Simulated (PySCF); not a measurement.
# BH₂Br: NMR shieldings, spin-spin couplings, relativistic core levels, part 1 of 2

Aim: compute the NMR shieldings, spin-spin couplings, relativistic core levels of BH₂Br (`[H]B([H])Br`).

Computed with PySCF 2.14.0 and routines of our own; the level stands in each step. Atoms count from 0.

### Step 1. The system as given

4 atoms, charge 0, multiplicity 1; geometry from: GFN2-xTB.

### Step 2. Geometry optimisation at PBE0-D3(BJ)/def2-SVP

Job settings and geometry (Å):

```
{"job": {"xc": "PBE0", "basis": "def2-SVP", "d3": "d3bj", "grid": 1, "maxiter": 30, "kind": "geom"}, "charge": 0, "multiplicity": 1}
B      0.091040     0.150920    -0.000430
H      1.259830     0.109070     0.015270
H     -0.490130     1.165750    -0.019120
Br    -0.860740    -1.425740     0.004280
```

On the command line:

```
$ OMP_NUM_THREADS=1 python heavy_run.py task.json out
```

The driver reads the jobs from task.json and runs them one after another.

Output:

```text
step   0  E = -2599.54453328  max force = 0.018522
step   1  E = -2599.54658578  max force = 0.000596
step   2  E = -2599.54658729  max force = 0.000068
optimisation converged
```

Run time: 4.8 s. Hardware: 1 thread of Arm Neoverse N1, shared host; peak memory 0.25 GiB.

Along the way:

```csv
step,energy from step 0 (eV),largest force component (eV/Å)
0,0.0000,0.9524
1,-0.0559,0.0306
2,-0.0559,0.0035
```

Distances of close pairs at the start and the end, largest changes first:

```csv
bond,before (Å),after (Å),change (Å)
B0–Br3,1.842,1.891,+0.049
B0–H2,1.170,1.202,+0.033
B0–H1,1.170,1.202,+0.033
```

The next job starts from the end point, and lists it.

```csv
at the end point,value
point group (found at 0.08 Å tolerance),C2v
"rotational constants (GHz, main isotopes)","222.4, 11.410, 10.853"
dipole moment (D),0.43
```

### Step 3. NMR shieldings: PBE0/pcJ-1 Br:dyall-v2z, spin–orbit

Job settings and geometry (Å):

```
{"job": {"kind": "hnmr", "xc": "PBE0", "basis": {"default": "pcJ-1", "Br": "dyall-v2z"}, "rel": "so"}, "charge": 0, "multiplicity": 1}
B      0.097968     0.163452    -0.000465
H      1.298581     0.100258     0.015755
H     -0.521202     1.194014    -0.019887
Br    -0.875347    -1.457723     0.004596
```

With the program's defaults for keys left out, this is: PBE0/pcJ-1 Br:dyall-v2z GIAO NMR shielding, X2C with spin-orbit coupling, screened-nuclear two-electron part, Gaussian nuclei, gas phase.

Output:

```text
spin-free SCF
coarse grid: 17456 points
cycle   1  E = -2632.0356672669  dE = -9.480e-02  |g| = 2.236e-01  |ddm| = 1.523e+00
cycle   2  E = -2632.0361533187  dE = -4.861e-04  |g| = 1.139e-01  |ddm| = 2.763e-01
cycle   3  E = -2632.0382895696  dE = -2.136e-03  |g| = 9.039e-02  |ddm| = 2.315e-01
cycle   4  E = -2632.0402652695  dE = -1.976e-03  |g| = 1.398e-02  |ddm| = 8.036e-02
cycle   5  E = -2632.0402812785  dE = -1.601e-05  |g| = 1.093e-03  |ddm| = 8.172e-03
cycle   6  E = -2632.0402815338  dE = -2.552e-07  |g| = 4.509e-04  |ddm| = 1.420e-03
final grid: 35032 points
cycle   7  E = -2632.0404198376  dE = -8.448e-08  |g| = 7.510e-04  |ddm| = 7.455e-04
cycle   8  E = -2632.0404198405  dE = -2.840e-09  |g| = 5.420e-04  |ddm| = 5.037e-04
cycle   9  E = -2632.0404198615  dE = -2.099e-08  |g| = 1.023e-04  |ddm| = 2.647e-04
cycle  10  E = -2632.0404198622  dE = -7.012e-10  |g| = 2.111e-05  |ddm| = 6.297e-05
converged SCF energy = -2632.0404198622
two-component SCF
cycle   1  E = -2631.9736031578  dE = -2.632e+03  |FDS-SDF| = 2.194e+01
cycle   2  E = -2632.1182798427  dE = -1.447e-01  |FDS-SDF| = 9.643e-02
cycle   3  E = -2632.1183909083  dE = -1.111e-04  |FDS-SDF| = 3.525e-03
cycle   4  E = -2632.1183954762  dE = -4.568e-06  |FDS-SDF| = 1.661e-03
cycle   5  E = -2632.1183959229  dE = -4.467e-07  |FDS-SDF| = 6.612e-04
cycle   6  E = -2632.1183960951  dE = -1.722e-07  |FDS-SDF| = 1.141e-04
cycle   7  E = -2632.1183961047  dE = -9.641e-09  |FDS-SDF| = 6.549e-05
converged, E = -2632.1183961047

Field gradients (au) and densities at the nuclei (bohr^-3)
atom        Vxx        Vyy        Vzz        centre      nuclear mean
  0 B     -0.0918    -0.3940     0.4858         70.958         70.957
  1 H     -0.0907    -0.1075     0.1982          0.455          0.455
  2 H     -0.0907    -0.1075     0.1982          0.455          0.455
  3 Br     0.0543     4.0170    -4.0713      40817.019      40757.267
without picture change
  3 Br                          -4.2076                     66240.090

Core orbital energies (eV)
atom   shell        mean    spread
  3 Br 1s       -13364.961   0.000
  3 Br 2s        -1754.299   0.000
  3 Br 3s         -247.318   0.000
  3 Br 4s          -22.725   0.000
  3 Br 2p1/2     -1577.919   0.000
  3 Br 2p3/2     -1530.568   0.040
  3 Br 3p1/2      -185.612   0.000
  3 Br 3p3/2      -178.674   0.146
  3 Br 3d3/2       -71.684   0.169
  3 Br 3d5/2       -70.602   0.224

Shielding tensors (ppm)
atom      isotropic    diamagn.    paramagn.     s11        s22        s33       span
  0 B        22.44      192.06     -169.62     -32.16     -25.26     124.75     156.92
  1 H        22.22       28.20       -5.99      16.45      24.98      25.22       8.78
  2 H        22.21       28.20       -5.99      16.45      24.96      25.23       8.77
  3 Br     2203.65     2987.88     -784.24    1336.24    1992.89    3281.81    1945.57
```

Run time: 31 s. Hardware: 1 thread of Arm Neoverse N1, shared host; peak memory 0.68 GiB.

From this job:

```csv
quantity,value
energy from spin-orbit coupling,-0.0780 Eh
```

### Step 4. Spin-spin couplings: PBE0/pcJ-1 Br:dyall-v2z, spin–orbit

Job settings and geometry (Å):

```
{"job": {"kind": "hj", "xc": "PBE0", "basis": {"default": "pcJ-1", "Br": "dyall-v2z"}, "rel": "so", "atoms": [3]}, "charge": 0, "multiplicity": 1}
B      0.097968     0.163452    -0.000465
H      1.298581     0.100258     0.015755
H     -0.521202     1.194014    -0.019887
Br    -0.875347    -1.457723     0.004596
```

Level: PBE0/pcJ-1 Br:dyall-v2z indirect spin-spin coupling, X2C with spin-orbit coupling, screened-nuclear two-electron part, Gaussian nuclei, gas phase.

Output:

```text
spin-free SCF
coarse grid: 17456 points
cycle   1  E = -2632.0356672669  dE = -9.480e-02  |g| = 2.236e-01  |ddm| = 1.523e+00
cycle   2  E = -2632.0361533187  dE = -4.861e-04  |g| = 1.139e-01  |ddm| = 2.763e-01
cycle   3  E = -2632.0382895696  dE = -2.136e-03  |g| = 9.039e-02  |ddm| = 2.315e-01
cycle   4  E = -2632.0402652695  dE = -1.976e-03  |g| = 1.398e-02  |ddm| = 8.036e-02
cycle   5  E = -2632.0402812785  dE = -1.601e-05  |g| = 1.093e-03  |ddm| = 8.172e-03
cycle   6  E = -2632.0402815338  dE = -2.552e-07  |g| = 4.509e-04  |ddm| = 1.420e-03
final grid: 35032 points
cycle   7  E = -2632.0404198376  dE = -8.448e-08  |g| = 7.510e-04  |ddm| = 7.455e-04
cycle   8  E = -2632.0404198405  dE = -2.840e-09  |g| = 5.420e-04  |ddm| = 5.037e-04
cycle   9  E = -2632.0404198615  dE = -2.099e-08  |g| = 1.023e-04  |ddm| = 2.647e-04
cycle  10  E = -2632.0404198622  dE = -7.012e-10  |g| = 2.111e-05  |ddm| = 6.297e-05
converged SCF energy = -2632.0404198622
two-component SCF
cycle   1  E = -2631.9736031578  dE = -2.632e+03  |FDS-SDF| = 2.194e+01
cycle   2  E = -2632.1182798427  dE = -1.447e-01  |FDS-SDF| = 9.643e-02
cycle   3  E = -2632.1183909083  dE = -1.111e-04  |FDS-SDF| = 3.525e-03
cycle   4  E = -2632.1183954762  dE = -4.568e-06  |FDS-SDF| = 1.661e-03
cycle   5  E = -2632.1183959229  dE = -4.467e-07  |FDS-SDF| = 6.612e-04
cycle   6  E = -2632.1183960951  dE = -1.722e-07  |FDS-SDF| = 1.141e-04
cycle   7  E = -2632.1183961047  dE = -9.641e-09  |FDS-SDF| = 6.549e-05
converged, E = -2632.1183961047

Indirect spin-spin couplings
  i        j     bonds      J/Hz   K/1e19 T2/J   anisotropy/Hz
  3  79Br   0  11B    1     -187.29     -193.27      -232.7
  3  79Br   1   1H    2       19.80        6.56        35.8
  3  79Br   2   1H    2       19.75        6.54        35.8
```

Run time: 24 s. Hardware: 1 thread of Arm Neoverse N1, shared host; peak memory 0.55 GiB.

Key values:

```csv
quantity,value
energy from spin-orbit coupling,-0.0780 Eh
```

### Step 5. Relativistic core levels: PBE0/pcJ-1 Br:dyall-v2z, spin–orbit

Job settings and geometry (Å):

```
{"job": {"kind": "hxps", "xc": "PBE0", "basis": {"default": "pcJ-1", "Br": "dyall-v2z"}, "rel": "so", "holes": [[3, "3d"]]}, "charge": 0, "multiplicity": 1}
B      0.097968     0.163452    -0.000465
H      1.298581     0.100258     0.015755
H     -0.521202     1.194014    -0.019887
Br    -0.875347    -1.457723     0.004596
```

With the program's defaults for keys left out, this is: PBE0/pcJ-1 Br:dyall-v2z core ionisation, delta-SCF with one localised hole, X2C with spin-orbit coupling, screened-nuclear two-electron part, Gaussian nuclei, gas phase.

Output:

```text
spin-free SCF
coarse grid: 17456 points
cycle   1  E = -2632.0356672669  dE = -9.480e-02  |g| = 2.236e-01  |ddm| = 1.523e+00
cycle   2  E = -2632.0361533187  dE = -4.861e-04  |g| = 1.139e-01  |ddm| = 2.763e-01
cycle   3  E = -2632.0382895696  dE = -2.136e-03  |g| = 9.039e-02  |ddm| = 2.315e-01
cycle   4  E = -2632.0402652695  dE = -1.976e-03  |g| = 1.398e-02  |ddm| = 8.036e-02
cycle   5  E = -2632.0402812785  dE = -1.601e-05  |g| = 1.093e-03  |ddm| = 8.172e-03
cycle   6  E = -2632.0402815338  dE = -2.552e-07  |g| = 4.509e-04  |ddm| = 1.420e-03
final grid: 35032 points
cycle   7  E = -2632.0404198376  dE = -8.448e-08  |g| = 7.510e-04  |ddm| = 7.455e-04
cycle   8  E = -2632.0404198405  dE = -2.840e-09  |g| = 5.420e-04  |ddm| = 5.037e-04
cycle   9  E = -2632.0404198615  dE = -2.099e-08  |g| = 1.023e-04  |ddm| = 2.647e-04
cycle  10  E = -2632.0404198622  dE = -7.012e-10  |g| = 2.111e-05  |ddm| = 6.297e-05
converged SCF energy = -2632.0404198622
two-component SCF
cycle   1  E = -2631.9736031578  dE = -2.632e+03  |FDS-SDF| = 2.194e+01
cycle   2  E = -2632.1182798427  dE = -1.447e-01  |FDS-SDF| = 9.643e-02
cycle   3  E = -2632.1183909083  dE = -1.111e-04  |FDS-SDF| = 3.525e-03
cycle   4  E = -2632.1183954762  dE = -4.568e-06  |FDS-SDF| = 1.661e-03
cycle   5  E = -2632.1183959229  dE = -4.467e-07  |FDS-SDF| = 6.612e-04
cycle   6  E = -2632.1183960951  dE = -1.722e-07  |FDS-SDF| = 1.141e-04
cycle   7  E = -2632.1183961047  dE = -9.641e-09  |FDS-SDF| = 6.549e-05
converged, E = -2632.1183961047

Field gradients (au) and densities at the nuclei (bohr^-3)
atom        Vxx        Vyy        Vzz        centre      nuclear mean
  0 B     -0.0918    -0.3940     0.4858         70.958         70.957
  1 H     -0.0907    -0.1075     0.1982          0.455          0.455
  2 H     -0.0907    -0.1075     0.1982          0.455          0.455
  3 Br     0.0543     4.0170    -4.0713      40817.019      40757.267
without picture change
  3 Br                          -4.2076                     66240.090

Core orbital energies (eV)
atom   shell        mean    spread
  3 Br 1s       -13364.961   0.000
  3 Br 2s        -1754.299   0.000
  3 Br 3s         -247.318   0.000
  3 Br 4s          -22.725   0.000
  3 Br 2p1/2     -1577.919   0.000
  3 Br 2p3/2     -1530.568   0.040
  3 Br 3p1/2      -185.612   0.000
  3 Br 3p3/2      -178.674   0.146
  3 Br 3d3/2       -71.684   0.169
  3 Br 3d5/2       -70.602   0.224

hole in 3d5/2 of atom 3
cycle   1  E = -2628.9521155010  dE = -2.629e+03  |FDS-SDF| = 2.199e+00
cycle   2  E = -2629.0823797184  dE = -1.303e-01  |FDS-SDF| = 2.159e+00
cycle   3  E = -2629.3043577603  dE = -2.220e-01  |FDS-SDF| = 1.242e-01
cycle   4  E = -2629.3063429429  dE = -1.985e-03  |FDS-SDF| = 1.653e-02
cycle   5  E = -2629.3063968098  dE = -5.387e-05  |FDS-SDF| = 4.895e-03
cycle   6  E = -2629.3064025872  dE = -5.777e-06  |FDS-SDF| = 1.122e-03
cycle   7  E = -2629.3064029463  dE = -3.590e-07  |FDS-SDF| = 1.516e-04
cycle   8  E = -2629.3064029609  dE = -1.459e-08  |FDS-SDF| = 4.327e-05
converged, E = -2629.3064029609

Core binding energies (eV)
atom   line    delta-SCF   -orbital   splitting
  3 Br 3d5/2      76.519      70.60     1.082
```

It took 17 s on 1 thread of Arm Neoverse N1, shared host; peak memory 0.55 GiB.

From this job:

```csv
quantity,value
energy from spin-orbit coupling,-0.0780 Eh
```

(Continued in part 2 of 2.)
